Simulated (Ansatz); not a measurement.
# CH₆O₃Sn: small, medium and large basis sets

Aim: see how fast density functionals converge with the basis set for CH₆O₃Sn.

Program: Ansatz 0.2.0, Gaussian basis. Level of theory: one geometry, several basis sets. These are calculated values, not measurements.

The runs, in order: PBE0-D4/def2-SVP; ωB97M-V/def2-SVP; PBE0-D4/def2-QZVPP; ωB97M-V/def2-QZVPP; the functionals' def2-TZVPP values are taken from earlier runs.

**1. The geometry**

All runs share one geometry, relaxed beforehand with PBE0-D4 in a triple-zeta def2 set. Sn takes the def2 core potential; no spin-orbit term is included.

SMILES `C[O][SnH]([OH])[OH]`, 11 atoms, charge 0, spin multiplicity 1.

Atoms are counted from 1 here; the program's logs count them from 0.

Bond lengths: C1–O2 1.410 Å, C1–H6 1.098 Å, C1–H7 1.097 Å, C1–H8 1.093 Å, O2–Sn3 1.952 Å, Sn3–O4 1.958 Å, Sn3–O5 1.948 Å, Sn3–H9 1.690 Å, O4–H10 0.960 Å, O5–H11 0.961 Å. Angles: O2–C1–H6 112.3°, O2–C1–H7 112.3°, O2–C1–H8 108.0°, H6–C1–H7 108.2°, H6–C1–H8 107.9°, H7–C1–H8 108.1°, C1–O2–Sn3 120.6°, O2–Sn3–O4 107.7°, O2–Sn3–O5 110.0°, O2–Sn3–H9 108.0°, O4–Sn3–O5 102.6°, O4–Sn3–H9 116.0°, O5–Sn3–H9 112.2°, Sn3–O4–H10 113.3°, Sn3–O5–H11 111.5°.

**2. PBE0-D4 in def2-SVP**

in.yaml reads:

```yaml
crystal:
  periodic: [false, false, false]
  atoms:
    - {symbol: C, position_ang: [0.020005, 1.579361, -0.769856]}
    - {symbol: O, position_ang: [0.863769, 0.452807, -0.846596]}
    - {symbol: Sn, position_ang: [0.608964, -1.064843, 0.354415]}
    - {symbol: O, position_ang: [-1.064266, -1.949195, -0.148350]}
    - {symbol: O, position_ang: [0.231438, -0.431302, 2.157609]}
    - {symbol: H, position_ang: [-1.015458, 1.343197, -1.048066]}
    - {symbol: H, position_ang: [0.011790, 2.025350, 0.231858]}
    - {symbol: H, position_ang: [0.393624, 2.329486, -1.472199]}
    - {symbol: H, position_ang: [2.001221, -2.020632, 0.290789]}
    - {symbol: H, position_ang: [-1.276147, -1.858179, -1.080747]}
    - {symbol: H, position_ang: [-0.709540, -0.463150, 2.351744]}
basis:
  gaussian: {orbitals: def2-SVP}
hamiltonian: {xc: pbe0, dispersion: d4}
output: {orbitals: {seedname: orbitals}}
```

After this run come: ωB97M-V in def2-SVP; PBE0-D4 in def2-QZVPP; ωB97M-V in def2-QZVPP.

Before running them: what should the planned runs give, taken together? Wanted: PBE0-D4: double and triple zeta above quadruple; ωB97M-V: double and triple zeta above quadruple.

**Answer**, as computed:

```
                                       quantity           value
PBE0-D4: double and triple zeta above quadruple  10.16, 0.52 eV
ωB97M-V: double and triple zeta above quadruple  10.42, 0.50 eV
```

In words: PBE0-D4 gains 9.64 eV from double to triple zeta, then 0.52 eV more. These are total energies; as a rule much of such shifts cancels in differences, which this series doesn't test. The LUMO of ωB97M-V is positive and keeps falling with the basis (1.48 to 0.74 eV): an unbound level that the basis holds in place.
